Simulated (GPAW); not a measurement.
WS:

```
CELL_PARAMETERS angstrom
3.00789 0.00000 0.00000
0.00000 3.00789 0.00000
0.00000 0.00000 3.00789
ATOMIC_POSITIONS crystal
W 0.50000 0.50000 0.50000
S 0.00000 0.00000 0.00000
```

The cell was built by a generator and needn't be a form met in nature.

* Program: GPAW 26.7.0
* Task: relaxation of cell and atoms
* Functional: PBEsol
* Dispersion: D3
* Potentials or basis: PAW data sets generated in the run's folder for this functional
* Cutoff: 600 eV
* Basis: pw
* k mesh: 9 × 9 × 9
* Occupations: fermi-dirac, width 0.05 eV
* Spin: no spin polarisation

At the start: pressure -12.3 GPa; volume 13.61 Å³/atom.

Task: Where does the relaxation end?

Result: Over 4 steps the energy falls by 25.8 meV/atom and the volume is 12.95 Å³/atom (-4.8 %); space group Pm-3m (No. 221, to 0.05 Å).

Step by step:
```
step  energy change (eV)  largest force (eV/Å)  pressure (GPa)  volume (Å³)
   1              0.0000                0.0000          -12.30        27.21
   2             -0.0361                0.0000           -7.08        26.61
   3             -0.0515                0.0000            0.52        25.85
   4             -0.0516                0.0000           -0.02        25.90
```

Final structure:
```
CELL_PARAMETERS angstrom
2.95882 0.00000 0.00000
0.00000 2.95882 0.00000
0.00000 0.00000 2.95882
ATOMIC_POSITIONS crystal
W 0.50000 0.50000 0.50000
S 0.00000 0.00000 0.00000
```

Caveat: later steps reuse the first step's grids; pairwise dispersion overbinds metals, which lowers pressure and volume.
